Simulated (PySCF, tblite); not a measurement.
# C₄H₄F₄Se: a rotation path, then NMR shifts on frames

How do NMR shifts of C₄H₄F₄Se (`F/C=C\[Se]CC(F)(F)F`) change as the atoms move?

Computed with tblite 0.8.0 and PySCF 2.14.0, with density-fitted response routines of our own, on a single molecule in the gas phase. Atoms count from 0, in the outputs and in this text.

### 1 The molecule as given

13 atoms, charge 0, multiplicity 1; geometry from: GFN2-xTB.

Bonds of the start (Å): F0–C1 1.34, C1–C2 1.32, C2–Se3 1.90, Se3–C4 1.97, C4–C5 1.51, C5–F6 1.34, C5–F7 1.34, C5–F8 1.34, C1–H9 1.08, C2–H10 1.08, C4–H11 1.09, C4–H12 1.09.

### 2 The rotation path with GFN2-xTB

What the job is given:

```
{"job": {"kind": "neb", "xc": "GFN2-xTB", "basis": "xTB", "atoms": [3, 4, 5, 8], "turn": 120}, "charge": 0, "multiplicity": 1}
F      3.274719     0.915537    -1.096525
C      2.790703    -0.085829    -0.341393
C      1.512544    -0.083885     0.000838
Se     0.374425     1.316043    -0.585851
C     -1.286259     0.668014     0.245932
C     -1.898624    -0.431975    -0.583621
F     -2.135783    -0.044739    -1.840728
F     -1.113181    -1.517179    -0.653899
F     -3.072659    -0.849246    -0.078070
H      3.536347    -0.820177    -0.080982
H      1.086904    -0.871831     0.597890
H     -1.087623     0.302499     1.253974
H     -1.985901     1.503255     0.283459
```

Method: GFN2-xTB climbing-image nudged elastic band, gas phase.

The run is started by

```console
OMP_NUM_THREADS=1 python probes_run.py task.json out
```

The driver reads the jobs from task.json and runs them one after another.

What it wrote:

```text
image   E - E0 / eV
  0       0.0000
  1       0.0113
  2       0.0402
  3       0.0681
  4       0.0769
  5       0.0628
  6       0.0356
  7       0.0107
  8       0.0000
```

Wall time 2.3 s (1 thread of Arm Neoverse V1, shared host); peak memory 0.18 GiB.

The final band, with the dihedral Se3–C4–C5–F8:

```csv
image,dihedral (°),energy (eV),energy (kcal/mol)
0,-177,0.000,0.0
1,-162,0.011,0.3
2,-147,0.040,0.9
3,-132,0.068,1.6
4,-117,0.077,1.8
5,-101,0.063,1.4
6,-86,0.036,0.8
7,-71,0.011,0.2
8,-57,0.000,0.0
```

### 3 NMR shieldings: image 0, PBE0/pcSseg-1

What the job is given:

```
{"job": {"kind": "nmr", "xc": "PBE0", "basis": "pcSseg-1", "pop": false}, "charge": 0, "multiplicity": 1}
F      3.274700     0.915500    -1.096500
C      2.790700    -0.085800    -0.341400
C      1.512500    -0.083900     0.000800
Se     0.374400     1.316000    -0.585900
C     -1.286300     0.668000     0.245900
C     -1.898600    -0.432000    -0.583600
F     -2.135800    -0.044700    -1.840700
F     -1.113200    -1.517200    -0.653900
F     -3.072700    -0.849200    -0.078100
H      3.536300    -0.820200    -0.081000
H      1.086900    -0.871800     0.597900
H     -1.087600     0.302500     1.254000
H     -1.985900     1.503300     0.283500
```

Method: GIAO PBE0/pcSseg-1 NMR shielding, non-relativistic, gas phase.

What it wrote:

```text
coarse grid: 59144 points
cycle   1  E = -2954.4333468254  dE =  3.606e-01  |g| = 1.146e+00  |ddm| = 3.447e+00
cycle   2  E = -2954.2950892330  dE =  1.383e-01  |g| = 1.434e+00  |ddm| = 1.221e+00
cycle   3  E = -2954.5867239581  dE = -2.916e-01  |g| = 1.768e-01  |ddm| = 7.937e-01
cycle   4  E = -2954.5905847306  dE = -3.861e-03  |g| = 5.739e-02  |ddm| = 1.154e-01
cycle   5  E = -2954.5910280165  dE = -4.433e-04  |g| = 1.386e-02  |ddm| = 5.294e-02
cycle   6  E = -2954.5910769728  dE = -4.896e-05  |g| = 3.522e-03  |ddm| = 1.688e-02
cycle   7  E = -2954.5910792153  dE = -2.242e-06  |g| = 1.622e-03  |ddm| = 4.129e-03
final grid: 125816 points
cycle   8  E = -2954.5911437923  dE =  1.221e-06  |g| = 2.794e-03  |ddm| = 4.188e-03
cycle   9  E = -2954.5911396798  dE =  4.113e-06  |g| = 4.974e-03  |ddm| = 6.414e-03
cycle  10  E = -2954.5911456966  dE = -6.017e-06  |g| = 2.202e-04  |ddm| = 4.054e-03
cycle  11  E = -2954.5911457088  dE = -1.219e-08  |g| = 2.649e-05  |ddm| = 2.360e-04
cycle  12  E = -2954.5911457089  dE = -7.958e-11  |g| = 6.255e-06  |ddm| = 2.283e-05
converged SCF energy = -2954.5911457089

GIAO shielding tensors (ppm)
atom      isotropic    diamagn.    paramagn.     s11        s22        s33       span
  0 F      282.318     472.927    -190.608    191.103    268.514    387.338    196.235
  1 C       31.344     246.046    -214.702    -66.193     78.068     82.157    148.350
  2 C       68.054     257.249    -189.195    -24.670     98.262    130.569    155.238
  3 Se    1548.580    2996.439   -1447.860   1125.986   1500.502   2019.250    893.264
  4 C      148.330     250.812    -102.481    134.545    145.683    164.763     30.218
  5 C       51.714     241.028    -189.314     45.097     52.613     57.434     12.337
  6 F      252.301     472.426    -220.125    170.685    250.251    335.968    165.283
  7 F      255.156     476.897    -221.742    174.685    255.192    335.589    160.904
  8 F      249.505     469.736    -220.231    159.235    249.453    339.827    180.592
  9 H       24.581      28.084      -3.503     21.627     23.561     28.553      6.926
 10 H       26.115      32.238      -6.123     22.513     25.175     30.658      8.145
 11 H       28.688      30.438      -1.750     22.969     28.036     35.058     12.088
 12 H       28.842      28.533       0.309     22.922     27.728     35.875     12.953
```

Wall time 40 s (1 thread of Arm Neoverse V1, shared host); peak memory 0.92 GiB.

The references, computed at this level on geometries of the same kind, shield at (ppm): 1H TMS 31.72, 13C TMS 186.9, 19F CFCl3 170.9, 77Se Me2Se 1758. Their shielding less the atom's gives the shift. The references are single molecules in the gas phase, so shifts against H2O, NH3, PH3, H3PO4 or CFCl3 are not on the usual liquid scales and can be off by tens of ppm. Each atom is listed at this fixed geometry, with no averaging over motion; a spectrum would average atoms that exchange fast.

```csv
atoms,environment,σ (ppm),δ (ppm)
C1,alkene CH,31.3,155.6
C5,CF3 carbon,51.7,135.2
C2,alkene CH,68.1,118.9
C4,sp3 CH2 bonded to Se,148.3,38.6
H9,hydrogen on an alkene CH,24.58,7.14
H10,hydrogen on an alkene CH,26.12,5.60
H11,hydrogen on an sp3 CH2 bonded to Se,28.69,3.03
H12,hydrogen on an sp3 CH2 bonded to Se,28.84,2.88
F8,fluorine of a CF3 group,249.5,-78.6
F6,fluorine of a CF3 group,252.3,-81.4
F7,fluorine of a CF3 group,255.2,-84.2
F0,vinylic fluorine,282.3,-111.4
Se3,selenium bonded to 2 C,1549,210
```

### 4 Nuclear shieldings: image 2, PBE0/pcSseg-1

What the job is given:

```
{"job": {"kind": "nmr", "xc": "PBE0", "basis": "pcSseg-1", "pop": false}, "charge": 0, "multiplicity": 1}
F      3.244800     1.039900    -1.101200
C      2.788600    -0.025800    -0.421100
C      1.516400    -0.070400    -0.059100
Se     0.352800     1.362200    -0.490300
C     -1.283300     0.624100     0.312200
C     -1.899600    -0.453000    -0.555500
F     -1.609200    -0.309700    -1.852900
F     -1.480800    -1.679600    -0.205400
F     -3.238800    -0.470200    -0.466600
H      3.544400    -0.772400    -0.234800
H      1.116600    -0.908100     0.486000
H     -1.067200     0.214100     1.300100
H     -1.989100     1.449300     0.409700
```

Method: GIAO PBE0/pcSseg-1 NMR shielding, non-relativistic, gas phase.

What it wrote:

```text
coarse grid: 59144 points
cycle   1  E = -2954.4283370028  dE =  3.616e-01  |g| = 1.149e+00  |ddm| = 3.457e+00
cycle   2  E = -2954.2873889887  dE =  1.409e-01  |g| = 1.442e+00  |ddm| = 1.240e+00
cycle   3  E = -2954.5830626663  dE = -2.957e-01  |g| = 1.780e-01  |ddm| = 8.039e-01
cycle   4  E = -2954.5869331825  dE = -3.871e-03  |g| = 5.912e-02  |ddm| = 1.184e-01
cycle   5  E = -2954.5874118630  dE = -4.787e-04  |g| = 1.456e-02  |ddm| = 5.578e-02
cycle   6  E = -2954.5874653044  dE = -5.344e-05  |g| = 3.868e-03  |ddm| = 1.744e-02
cycle   7  E = -2954.5874680211  dE = -2.717e-06  |g| = 1.682e-03  |ddm| = 4.455e-03
final grid: 125816 points
cycle   8  E = -2954.5874635973  dE =  1.288e-06  |g| = 2.875e-03  |ddm| = 4.349e-03
cycle   9  E = -2954.5874593555  dE =  4.242e-06  |g| = 5.072e-03  |ddm| = 6.643e-03
cycle  10  E = -2954.5874656293  dE = -6.274e-06  |g| = 2.470e-04  |ddm| = 4.166e-03
cycle  11  E = -2954.5874656454  dE = -1.609e-08  |g| = 3.145e-05  |ddm| = 2.657e-04
cycle  12  E = -2954.5874656455  dE = -1.201e-10  |g| = 6.685e-06  |ddm| = 2.388e-05
converged SCF energy = -2954.5874656455

GIAO shielding tensors (ppm)
atom      isotropic    diamagn.    paramagn.     s11        s22        s33       span
  0 F      281.568     472.894    -191.325    189.632    266.483    388.589    198.957
  1 C       31.300     246.238    -214.938    -66.268     78.065     82.103    148.370
  2 C       69.464     257.303    -187.839    -24.063     99.453    133.002    157.065
  3 Se    1529.205    2996.240   -1467.035   1074.709   1522.607   1990.299    915.589
  4 C      146.667     250.788    -104.120    128.346    143.929    167.728     39.382
  5 C       52.174     240.882    -188.708     45.653     54.389     56.480     10.827
  6 F      238.773     474.481    -235.709    165.131    239.652    311.535    146.404
  7 F      245.577     475.534    -229.957    170.612    227.866    338.254    167.642
  8 F      244.944     468.732    -223.788    159.394    235.887    339.551    180.157
  9 H       24.585      28.090      -3.504     21.642     23.530     28.584      6.942
 10 H       26.119      32.283      -6.164     22.447     25.239     30.670      8.222
 11 H       28.412      30.266      -1.853     22.980     27.860     34.397     11.416
 12 H       28.718      28.660       0.058     22.345     28.106     35.703     13.358
```

Run time: 37 s. Hardware: 1 thread of Arm Neoverse V1, shared host; peak memory 0.97 GiB.

This run: δ C1 155.6, C5 134.8, C2 117.5, C4 40.3, H9 7.13, H10 5.60 ppm.

### 5 Nuclear shieldings: image 4, PBE0/pcSseg-1

What the job is given:

```
{"job": {"kind": "nmr", "xc": "PBE0", "basis": "pcSseg-1", "pop": false}, "charge": 0, "multiplicity": 1}
F      3.203400     1.146800    -1.124600
C      2.781500     0.037600    -0.494300
C      1.520300    -0.046900    -0.103100
Se     0.326200     1.391900    -0.414200
C     -1.274500     0.568900     0.377000
C     -1.903200    -0.471100    -0.534600
F     -1.204400    -0.684500    -1.656700
F     -2.008300    -1.667400     0.069100
F     -3.140100    -0.129800    -0.917700
H      3.553600    -0.705300    -0.369100
H      1.148900    -0.920500     0.405000
H     -1.015800     0.109600     1.332700
H     -1.992000     1.371300     0.551500
```

With the program's defaults for keys left out, this is: GIAO PBE0/pcSseg-1 NMR shielding, non-relativistic, gas phase.

What it wrote:

```text
coarse grid: 59144 points
cycle   1  E = -2954.4243407384  dE =  3.621e-01  |g| = 1.151e+00  |ddm| = 3.458e+00
cycle   2  E = -2954.2808015966  dE =  1.435e-01  |g| = 1.450e+00  |ddm| = 1.253e+00
cycle   3  E = -2954.5802922947  dE = -2.995e-01  |g| = 1.784e-01  |ddm| = 8.095e-01
cycle   4  E = -2954.5841866993  dE = -3.894e-03  |g| = 5.955e-02  |ddm| = 1.200e-01
cycle   5  E = -2954.5846786304  dE = -4.919e-04  |g| = 1.429e-02  |ddm| = 5.670e-02
cycle   6  E = -2954.5847306815  dE = -5.205e-05  |g| = 3.589e-03  |ddm| = 1.752e-02
cycle   7  E = -2954.5847329720  dE = -2.290e-06  |g| = 1.649e-03  |ddm| = 4.214e-03
final grid: 125816 points
cycle   8  E = -2954.5846890576  dE =  1.282e-06  |g| = 2.853e-03  |ddm| = 4.086e-03
cycle   9  E = -2954.5846847587  dE =  4.299e-06  |g| = 5.078e-03  |ddm| = 6.584e-03
cycle  10  E = -2954.5846910557  dE = -6.297e-06  |g| = 2.203e-04  |ddm| = 4.150e-03
cycle  11  E = -2954.5846910682  dE = -1.253e-08  |g| = 2.793e-05  |ddm| = 2.441e-04
cycle  12  E = -2954.5846910683  dE = -1.137e-10  |g| = 6.273e-06  |ddm| = 2.301e-05
converged SCF energy = -2954.5846910683

GIAO shielding tensors (ppm)
atom      isotropic    diamagn.    paramagn.     s11        s22        s33       span
  0 F      281.578     472.835    -191.257    189.377    266.852    388.504    199.127
  1 C       31.168     246.115    -214.947    -66.727     78.080     82.152    148.879
  2 C       68.316     257.249    -188.933    -25.318     99.043    131.222    156.540
  3 Se    1509.332    2996.068   -1486.736   1052.154   1518.978   1956.866    904.712
  4 C      144.600     251.354    -106.753    123.411    140.101    170.288     46.877
  5 C       52.459     240.566    -188.107     46.702     54.009     56.666      9.964
  6 F      228.174     476.374    -248.199    166.481    220.922    297.120    130.638
  7 F      235.965     473.473    -237.508    163.118    211.204    333.573    170.455
  8 F      240.985     468.757    -227.771    174.976    211.182    336.798    161.822
  9 H       24.546      28.050      -3.504     21.635     23.497     28.507      6.872
 10 H       26.235      32.321      -6.086     22.870     24.977     30.858      7.988
 11 H       28.219      30.505      -2.286     22.390     28.175     34.090     11.699
 12 H       28.465      28.740      -0.275     22.374     27.968     35.054     12.679
```

Run time: 40 s. Hardware: 1 thread of Arm Neoverse V1, shared host; peak memory 0.97 GiB.

In short: δ C1 155.8, C5 134.5, C2 118.6, C4 42.3, H9 7.17, H10 5.48 ppm.

### 6 Nuclear shieldings: image 6, PBE0/pcSseg-1

What the job is given:

```
{"job": {"kind": "nmr", "xc": "PBE0", "basis": "pcSseg-1", "pop": false}, "charge": 0, "multiplicity": 1}
F      3.158000     1.254000    -1.144900
C      2.773200     0.106200    -0.561400
C      1.525500    -0.024600    -0.142500
Se     0.283800     1.390800    -0.372900
C     -1.270400     0.505700     0.446700
C     -1.902200    -0.482700    -0.507900
F     -1.003300    -1.093700    -1.293200
F     -2.553500    -1.463300     0.142500
F     -2.791400     0.094600    -1.321700
H      3.561100    -0.627800    -0.496100
H      1.185000    -0.932100     0.325300
H     -0.970000    -0.006000     1.362200
H     -2.000300     1.279700     0.684900
```

Method: GIAO PBE0/pcSseg-1 NMR shielding, non-relativistic, gas phase.

What it wrote:

```text
coarse grid: 59144 points
cycle   1  E = -2954.4291736188  dE =  3.627e-01  |g| = 1.149e+00  |ddm| = 3.447e+00
cycle   2  E = -2954.2883791382  dE =  1.408e-01  |g| = 1.441e+00  |ddm| = 1.235e+00
cycle   3  E = -2954.5837768137  dE = -2.954e-01  |g| = 1.771e-01  |ddm| = 7.998e-01
cycle   4  E = -2954.5876608545  dE = -3.884e-03  |g| = 5.788e-02  |ddm| = 1.169e-01
cycle   5  E = -2954.5881191199  dE = -4.583e-04  |g| = 1.360e-02  |ddm| = 5.382e-02
cycle   6  E = -2954.5881669100  dE = -4.779e-05  |g| = 3.152e-03  |ddm| = 1.687e-02
cycle   7  E = -2954.5881687068  dE = -1.797e-06  |g| = 1.468e-03  |ddm| = 3.750e-03
final grid: 125816 points
cycle   8  E = -2954.5881933387  dE =  9.984e-07  |g| = 2.538e-03  |ddm| = 3.637e-03
cycle   9  E = -2954.5881898910  dE =  3.448e-06  |g| = 4.532e-03  |ddm| = 5.822e-03
cycle  10  E = -2954.5881949097  dE = -5.019e-06  |g| = 1.909e-04  |ddm| = 3.696e-03
cycle  11  E = -2954.5881949181  dE = -8.410e-09  |g| = 2.261e-05  |ddm| = 1.979e-04
cycle  12  E = -2954.5881949181  dE = -5.457e-11  |g| = 5.633e-06  |ddm| = 2.053e-05
converged SCF energy = -2954.5881949181

GIAO shielding tensors (ppm)
atom      isotropic    diamagn.    paramagn.     s11        s22        s33       span
  0 F      283.009     472.875    -189.866    191.553    269.306    388.167    196.614
  1 C       31.265     246.032    -214.767    -66.705     78.340     82.160    148.865
  2 C       67.264     257.348    -190.084    -25.995     97.979    129.808    155.803
  3 Se    1526.246    2996.266   -1470.021   1099.525   1496.653   1982.559    883.034
  4 C      146.474     251.294    -104.820    129.609    143.047    166.764     37.155
  5 C       51.975     240.807    -188.832     45.528     53.498     56.900     11.372
  6 F      240.077     477.290    -237.212    165.208    243.312    311.712    146.505
  7 F      245.404     471.233    -225.829    157.526    238.510    340.176    182.650
  8 F      249.329     470.164    -220.834    172.528    235.386    340.074    167.546
  9 H       24.539      28.021      -3.482     21.626     23.474     28.517      6.891
 10 H       26.243      32.302      -6.059     22.871     24.992     30.867      7.996
 11 H       28.492      30.612      -2.120     22.458     28.295     34.722     12.263
 12 H       28.617      28.622      -0.005     22.972     27.568     35.311     12.339
```

It took 40 s on 1 thread of Arm Neoverse V1, shared host; peak memory 0.96 GiB.

This run: δ C1 155.7, C5 134.9, C2 119.7, C4 40.5, H9 7.18, H10 5.47 ppm.

### 7 NMR shieldings: image 8, PBE0/pcSseg-1

What the job is given:

```
{"job": {"kind": "nmr", "xc": "PBE0", "basis": "pcSseg-1", "pop": false}, "charge": 0, "multiplicity": 1}
F      3.095500     1.350800    -1.183800
C      2.758800     0.173100    -0.629100
C      1.529900    -0.004300    -0.171800
Se     0.252300     1.391700    -0.304800
C     -1.263500     0.439000     0.510200
C     -1.897400    -0.496000    -0.488100
F     -1.061800    -1.470100    -0.878700
F     -2.981500    -1.110400     0.017200
F     -2.294100     0.139800    -1.594800
H      3.570700    -0.537000    -0.614100
H      1.222600    -0.936300     0.270300
H     -0.932800    -0.124100     1.383700
H     -2.003000     1.184000     0.804700
```

Level: GIAO PBE0/pcSseg-1 NMR shielding, non-relativistic, gas phase.

What it wrote:

```text
coarse grid: 59144 points
cycle   1  E = -2954.4333593671  dE =  3.600e-01  |g| = 1.146e+00  |ddm| = 3.447e+00
cycle   2  E = -2954.2950583426  dE =  1.383e-01  |g| = 1.434e+00  |ddm| = 1.222e+00
cycle   3  E = -2954.5867707425  dE = -2.917e-01  |g| = 1.768e-01  |ddm| = 7.941e-01
cycle   4  E = -2954.5906309857  dE = -3.860e-03  |g| = 5.738e-02  |ddm| = 1.154e-01
cycle   5  E = -2954.5910740678  dE = -4.431e-04  |g| = 1.384e-02  |ddm| = 5.292e-02
cycle   6  E = -2954.5911229107  dE = -4.884e-05  |g| = 3.514e-03  |ddm| = 1.687e-02
cycle   7  E = -2954.5911251420  dE = -2.231e-06  |g| = 1.619e-03  |ddm| = 4.122e-03
final grid: 125816 points
cycle   8  E = -2954.5911442500  dE =  1.205e-06  |g| = 2.779e-03  |ddm| = 4.166e-03
cycle   9  E = -2954.5911401850  dE =  4.065e-06  |g| = 4.948e-03  |ddm| = 6.362e-03
cycle  10  E = -2954.5911461294  dE = -5.944e-06  |g| = 2.178e-04  |ddm| = 4.032e-03
cycle  11  E = -2954.5911461412  dE = -1.183e-08  |g| = 2.547e-05  |ddm| = 2.294e-04
cycle  12  E = -2954.5911461413  dE = -7.913e-11  |g| = 6.166e-06  |ddm| = 2.231e-05
converged SCF energy = -2954.5911461413

GIAO shielding tensors (ppm)
atom      isotropic    diamagn.    paramagn.     s11        s22        s33       span
  0 F      282.378     473.042    -190.663    190.912    268.871    387.353    196.441
  1 C       31.303     245.918    -214.615    -66.204     78.031     82.082    148.286
  2 C       68.126     257.320    -189.194    -24.569     98.237    130.711    155.280
  3 Se    1548.520    2996.497   -1447.977   1127.718   1499.425   2018.418    890.700
  4 C      148.299     250.806    -102.507    134.520    145.631    164.747     30.227
  5 C       51.725     241.156    -189.430     45.126     52.606     57.444     12.318
  6 F      255.116     476.762    -221.647    174.643    255.118    335.586    160.943
  7 F      249.512     469.744    -220.232    159.237    249.483    339.817    180.580
  8 F      252.341     472.510    -220.169    170.771    250.342    335.909    165.139
  9 H       24.574      28.005      -3.431     21.621     23.556     28.544      6.923
 10 H       26.123      32.198      -6.075     22.528     25.170     30.669      8.141
 11 H       28.684      30.435      -1.751     22.971     28.029     35.053     12.082
 12 H       28.843      28.604       0.239     22.932     27.721     35.875     12.944
```

Wall time 39 s (1 thread of Arm Neoverse V1, shared host); peak memory 0.96 GiB.

This run: δ C1 155.6, C5 135.2, C2 118.8, C4 38.6, H9 7.14, H10 5.59 ppm.

### 8 Side by side: NMR shifts

Shifts (ppm) of some atoms, chosen among heavy atoms and hydrogens apart, with basis size and wall time:

```csv
frame,C4,H11,H12,F8,F6,F7,Se3,functions,time
image 0,38.6,3.03,2.88,-78.6,-81.4,-84.2,210,197,40 s
image 2,40.3,3.30,3.00,-74.0,-67.8,-74.6,229,197,37 s
image 4,42.3,3.50,3.25,-70.0,-57.2,-65.0,249,197,40 s
image 6,40.5,3.23,3.10,-78.4,-69.1,-74.5,232,197,40 s
image 8,38.6,3.03,2.87,-81.4,-84.2,-78.6,210,197,39 s
```

### 9 Results

| quantity | value |
| --- | --- |
| barrier | 0.077 eV (1.8 kcal/mol) at image 4 |
| end to end (GFN2-xTB) | 0.000 eV |
| 13C shifts against TMS (PBE0/pcSseg-1, image 0) | 155.6, 135.2, 118.9, 38.6 ppm |
| 1H shifts against TMS (PBE0/pcSseg-1, image 0) | 7.14, 5.60, 3.03, 2.88 ppm |
| 19F shifts against CFCl3 (PBE0/pcSseg-1, image 0) | -78.6, -81.4, -84.2, -111.4 ppm |
| 77Se shifts against Me2Se (PBE0/pcSseg-1, image 0) | 210 ppm |
| range of the shift of Se3 | 210 to 249 ppm |

In words: Along the band the dihedral turns by 120°, and the top (dihedral -117°) lies 1.8 kcal/mol above the start (GFN2-xTB, rough), so at room temperature this motion is fast. The top was not checked by a frequency run. Shifts at one fixed geometry are not the observed spectrum, which averages over the motion. In the first frame run (image 0): The largest span, 893 ppm, is at Se3, where the paramagnetic term is -1448 ppm. Across the 5 runs the shift of Se3 moves most, between 210 (image 0) and 249 ppm (image 4). Spin-orbit coupling is left out, which matters for shieldings and couplings at and beside the heavy atoms.
